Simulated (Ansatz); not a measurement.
What does this script print? It uses Ansatz 0.2.0 through its Python package.

`torsion_ch4o2ssi.py`
```python
"""Rigid torsion scan of CH4O2SSi."""

import ansatz as az
from ase import Atoms

atoms = Atoms(["O", "C", "S", "Si", "O", "H", "H", "H", "H"], positions=[
    (-1.362, 0.3762, 1.1378),
    (-0.5916, 1.3206, 1.0171),
    (0.6243, 1.3414, -0.2231),
    (0.9017, -0.7071, -0.7349),
    (-0.6942, -1.302, -1.04),
    (-0.6024, 2.2148, 1.6861),
    (1.4556, -1.4552, 0.4054),
    (1.705, -0.8407, -1.95),
    (-1.3479, -0.9943, -0.3155),
])

# start the scan from a relaxed geometry
first = az.Crystal.molecule_from_ase(atoms).calculation()
first = first.basis(gaussian="6-31G*")
first = first.functional("cam_b3lyp").relax(force_tolerance=0.02, max_steps=80)
atoms.positions = first.run(threads=1, backend="cpu").report["positions_ang"]

start = atoms.get_dihedral(2, 3, 4, 8)
energies = {}
for turn in range(0, 360, 30):
    turned = atoms.copy()
    turned.set_dihedral(2, 3, 4, 8, start + turn, indices=[4, 8])
    model = (
        az.Crystal.molecule_from_ase(turned).calculation()
        .basis(gaussian="6-31G*")
        .functional("cam_b3lyp")
    )
    energies[round((start + turn) % 360)] = model.run(threads=1, backend="cpu").report["free_energy_ev"]
floor = min(energies.values())
print("dihedral S2-Si3-O4-H8 (deg)   E - E(min) (kcal/mol)")
for angle, e in sorted(energies.items()):
    print(f"{angle:8d} {23.060548 * (e - floor):14.3f}  " + "#" * int(30 * (e - floor) / max(max(energies.values()) - floor, 1e-9)))
```

Running `python torsion_ch4o2ssi.py` prints:
```text
dihedral S2-Si3-O4-H8 (deg)   E - E(min) (kcal/mol)
       1          5.475  ###################
      31          6.771  ########################
      61          6.705  ########################
      91          6.459  #######################
     121          6.771  ########################
     151          7.660  ###########################
     181          8.274  ##############################
     211          7.473  ###########################
     241          4.992  ##################
     271          1.804  ######
     301          0.000
     331          2.120  #######
```

The scan is rigid and the energies are electronic, in a modest basis. With rigid groups the curve can differ much from the relaxed path, the start wasn't checked as a minimum of this torsion, and equivalent turns needn't return to the same energy. Finished in 110 s on 1 thread of Arm Neoverse V1, with other jobs on the host, peak memory 0.3 GiB.
